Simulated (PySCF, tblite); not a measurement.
# C₄H₁₁BrGeN₂: geometry, infrared bands and NMR shifts

What infrared bands and NMR shifts should C₄H₁₁BrGeN₂ (`C=[CH][Ge@]([NH2])([Br])[N](C)C`) show?

The runs use tblite 0.8.0 and PySCF 2.14.0, with density-fitted response routines of our own; the level of theory stands in each step. All values are computed, except where a source is named. Atoms count from 0, in the outputs and in this text.

## (1) The molecule as given

19 atoms, charge 0, multiplicity 1; geometry from: force field or distance geometry start.

Bonds of the start (Å): C0–C1 1.33, C1–Ge2 1.91, Ge2–N3 1.88, Ge2–Br4 2.34, Ge2–N5 1.89, N5–C6 1.46, N5–C7 1.46, C0–H8 1.08, C0–H9 1.09, C1–H10 1.10, N3–H11 1.05, N3–H12 1.02, C6–H13 1.11, C6–H14 1.11, C6–H15 1.10, C7–H16 1.12, C7–H17 1.10, C7–H18 1.12.

## (2) Optimising the geometry with GFN2-xTB

What the job is given:

```
{"job": {"kind": "relax", "xc": "GFN2-xTB", "basis": "xTB"}, "charge": 0, "multiplicity": 1}
C      2.610500    -0.134500    -0.885600
C      2.028100    -0.385500     0.282000
Ge     0.329800     0.359800     0.745400
N      0.456700     2.230700     0.735800
Br    -0.290400    -0.359500     2.879900
N     -0.961800    -0.169500    -0.534500
C     -1.069000    -1.628300    -0.525700
C     -2.242600     0.446100    -0.196700
H      3.571400    -0.567600    -1.127600
H      2.106700     0.507900    -1.605900
H      2.529600    -1.037500     1.004800
H      1.244500     2.462300     1.383600
H      0.743500     2.506100    -0.208200
H     -1.385800    -2.009400     0.471800
H     -1.809200    -1.952700    -1.284000
H     -0.096000    -2.088300    -0.775000
H     -3.009000     0.158400    -0.954900
H     -2.163400     1.543000    -0.223700
H     -2.603600     0.127700     0.811000
```

Command:

```sh
OMP_NUM_THREADS=1 python probes_run.py task.json out
```

The driver reads the jobs from task.json and runs them one after another.

**Question.** This job is followed by: GFN2-xTB harmonic vibrations, gas phase; GIAO PBE0/pcSseg-1 NMR shielding, non-relativistic, gas phase. What will the session give for the following? strongest single infrared mode (GFN2-xTB); zero-point energy (GFN2-xTB); 13C shifts against TMS (PBE0/pcSseg-1, means over atoms taken as alike); 1H shifts against TMS (PBE0/pcSseg-1, means over atoms taken as alike); 73Ge shifts against GeMe4 (PBE0/pcSseg-1); 15N shifts against NH3 (PBE0/pcSseg-1); 79Br shifts against HBr (PBE0/pcSseg-1).

As calculated:

| quantity | value |
| --- | --- |
| strongest single infrared mode (GFN2-xTB) | 543 cm⁻¹, 153 km/mol |
| zero-point energy (GFN2-xTB) | 91.7 kcal/mol |
| 13C shifts against TMS (PBE0/pcSseg-1, means over atoms taken as alike) | 149.7, 140.3, 41.1 ppm |
| 1H shifts against TMS (PBE0/pcSseg-1, means over atoms taken as alike) | 6.52, 6.51, 6.03, 2.83, 0.54 ppm |
| 73Ge shifts against GeMe4 (PBE0/pcSseg-1) | 71 ppm |
| 15N shifts against NH3 (PBE0/pcSseg-1) | 50.2, 32.5 ppm |
| 79Br shifts against HBr (PBE0/pcSseg-1) | 0 ppm |

What this shows: Over 130 steps the energy fell by 0.371 eV; of the close pairs, C1–Ge2 changed most, 1.912 to 1.984 Å. All 51 modes are real, so the xTB geometry is a minimum. The strongest single mode, at 543 cm⁻¹, is spread over many atoms; the largest shares are those of C1, Ge2. Unscaled tight-binding wavenumbers are off by several per cent, some by more. Its intensities can rank the bands wrongly. The most deshielded carbon is C1 (alkene CH), at 149.7 ppm: as expected for a trigonal carbon in a double bond. At PBE0/pcSseg-1: The widest tensor belongs to Br4: span 534 ppm, with a paramagnetic part of -504 ppm. Spin-orbit coupling is left out, which matters for shieldings and couplings at and beside the heavy atoms.
